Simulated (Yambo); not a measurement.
Input of a Yambo 5.3.0 run:

File optics1.in:

```
optics
chi
Chimod= "HARTREE"
% BndsRnXd
 1 | 39 |
%
NGsBlkXd= 3 Ry
% LongDrXd
 1 | 0 | 0 |
%
% QpntsRXd
 1 | 1 |
%
% EnRngeXd
 0 | 20 | eV
%
% DmRngeXd
 0.1 | 0.1 | eV
%
ETStpsXd= 200
```

Contents of scf.in:

```
&CONTROL
  calculation = 'scf'
  prefix = 'pwscf'
  outdir = './tmp'
  pseudo_dir = './pseudo'
/
&SYSTEM
  ibrav = 0
  nat = 2
  ntyp = 1
  ecutwfc = 78
  nbnd = 21
  occupations = 'smearing'
  smearing = 'fd'
  degauss = 0.00367493
  force_symmorphic = .true.
/
&ELECTRONS
  conv_thr = 4d-10
  electron_maxstep = 120
  mixing_beta = 0.5
/
ATOMIC_SPECIES
Ge    72.6300 Ge.upf
CELL_PARAMETERS angstrom
   0.0000000000    2.8289100000    2.8289100000
   2.8289100000    0.0000000000    2.8289100000
   2.8289100000    2.8289100000    0.0000000000
ATOMIC_POSITIONS crystal
Ge     0.7500000000    0.7500000000    0.7500000000
Ge     0.5000000000    0.5000000000    0.5000000000
K_POINTS automatic
8 8 8 0 0 0
```

The input nscf.in:

```
&CONTROL
  calculation = 'nscf'
  prefix = 'pwscf'
  outdir = './tmp'
  pseudo_dir = './pseudo'
/
&SYSTEM
  ibrav = 0
  nat = 2
  ntyp = 1
  ecutwfc = 78
  nbnd = 94
  occupations = 'smearing'
  smearing = 'fd'
  degauss = 0.00367493
  force_symmorphic = .true.
/
&ELECTRONS
  conv_thr = 1d-08
  diago_full_acc = .true.
  diago_thr_init = 1d-06
/
ATOMIC_SPECIES
Ge    72.6300 Ge.upf
CELL_PARAMETERS angstrom
   0.0000000000    2.8289100000    2.8289100000
   2.8289100000    0.0000000000    2.8289100000
   2.8289100000    2.8289100000    0.0000000000
ATOMIC_POSITIONS crystal
Ge     0.7500000000    0.7500000000    0.7500000000
Ge     0.5000000000    0.5000000000    0.5000000000
K_POINTS automatic
6 6 6 0 0 0
```

Potentials or basis: PseudoDojo 0.4.1 SR PBEsol standard.

Run with:

```bash
$ OMP_NUM_THREADS=1 pw.x -in scf.in > scf.out
$ OMP_NUM_THREADS=1 pw.x -in nscf.in > nscf.out
$ cd tmp/pwscf.save; p2y; mv SAVE ../..; cd ../..
$ OMP_NUM_THREADS=1 yambo
$ OMP_NUM_THREADS=1 yambo -F optics1.in -J optics1 -C optics1_out
```

(1) What does it give for the band gap on the k mesh, mean-field level?

Answers

(1) none (metal or under the smearing width).

Caveat: the ground state has no gap, which makes the many-body step unreliable.

**The experiment to reproduce.**

From “Electronic and optical properties of SixGe1-x-ySny alloys lattice-matched to Ge”, 2021, arxiv:2109.02782, for a bulk crystal of Ge at 300 K: band gap 0.807 eV (direct).

A measured gap of Ge is 0.807 eV (direct; 300 K; “Electronic and optical properties of SixGe1-x-ySny alloys lattice-matched to Ge”, 2021, arxiv:2109.02782); the calculated 0.00 eV misses it by -0.81 eV. 3 values of this kind are on record (0.666 to 0.807 eV); this one was drawn at random among those near their median. Spin-orbit coupling on Ge is left out. The value is that of PBEsol on a finite k mesh, which can miss the band edges, without temperature or zero-point motion. Semilocal functionals fall short of measured gaps as a rule.
